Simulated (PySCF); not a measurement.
# CuSe₂: quartet, from a side-on start

Where does quartet CuSe₂ go from a side-on start, is the end point a minimum, and what are its modes, charges and moments?

The runs use PySCF 2.14.0; PBE0, basis Cu def2-SVP, Se def2-SVP, no relativity, density fitting.

### 1 Where the work starts

3 atoms, charge 0, spin multiplicity 4.

Bond lengths: Cu1–Se2 2.348 Å, Cu1–Se3 2.348 Å, Se2–Se3 2.340 Å. Angles: Se2–Cu1–Se3 59.8°, Cu1–Se2–Se3 60.1°, Cu1–Se3–Se2 60.1°.

Z-matrix (Å, degrees; charge 0 multiplicity 4):
```
Cu
Se 1 2.3484
Se 2 2.3400 1 60.12
```

### 2 The SCF at the typed geometry

The steps below are one call of a driver around PySCF. For each, scf.py gives the equivalent set-up of the SCF; relaxations use the driver's own optimiser. After this first run the driver tries any further starts and a stability analysis.

Contents of scf.py:

```python
from pyscf import gto, scf, dft
mol = gto.M(atom='''
Cu     0.000000     0.000000     0.000000
Se     1.170000     0.000000     2.036200
Se    -1.170000     0.000000     2.036200''',
    basis={'Cu': 'def2-SVP', 'Se': 'def2-SVP'},
    charge=0, spin=3)
mf = dft.UKS(mol, xc='PBE0')
mf.grids.atom_grid = (50, 194)
aux = {'Cu': 'def2-universal-JKFIT', 'Se': 'def2-universal-JKFIT'}
mf = mf.density_fit(auxbasis=aux)
mf.conv_tol = 1e-08
mf.diis_space = 10
mf.max_cycle = 60
mf.init_guess = 'minao'
mf.verbose = 4
mf.kernel()
```

On the command line:

```bash
$ OMP_NUM_THREADS=2 python axn.py task.json out
```

After this run come: Relaxing the quartet from the side-on start; Is it a minimum? Harmonic modes.

What does the calculation give? Wanted: minimum; geometry; wavenumbers; dipole moment; highest occupied, lowest empty level; polar-tensor charge of Cu1; zero-point energy; atomisation energy; ⟨S²⟩.

The runs gave:

```
                                          quantity                                                                   value
                                           minimum                                                            quartet, C2v
                                          geometry  Cu–Se 2.502 Å (×2), Se–Se 2.225 Å; Cu–Se–Se 63.6° (×2), Se–Cu–Se 52.8°
                                wavenumbers (cm⁻¹)                                            128 (b2), 175 (a1), 368 (a1)
                                     dipole moment                                                                  1.07 D
highest occupied, lowest empty level (either spin)                                                         -4.48, -4.11 eV
                        polar-tensor charge of Cu1                                                                 +0.12 e
                                 zero-point energy                                                              4.0 kJ/mol
                               entropy at 298.15 K                                                         327.2 J/(mol K)
         atomisation energy (no zero-point energy)                                                              428 kJ/mol
                                              ⟨S²⟩                                                                   3.761
```

**Reading.** The molecule stays C2v, as typed, and the end point is a minimum. In the infrared the band at 175 cm⁻¹ (a1) leads. Only this shape and spin were tried, so other structures or states may lie lower. Open d and f shells are described by one determinant, and the ground state may have another occupation or spin.
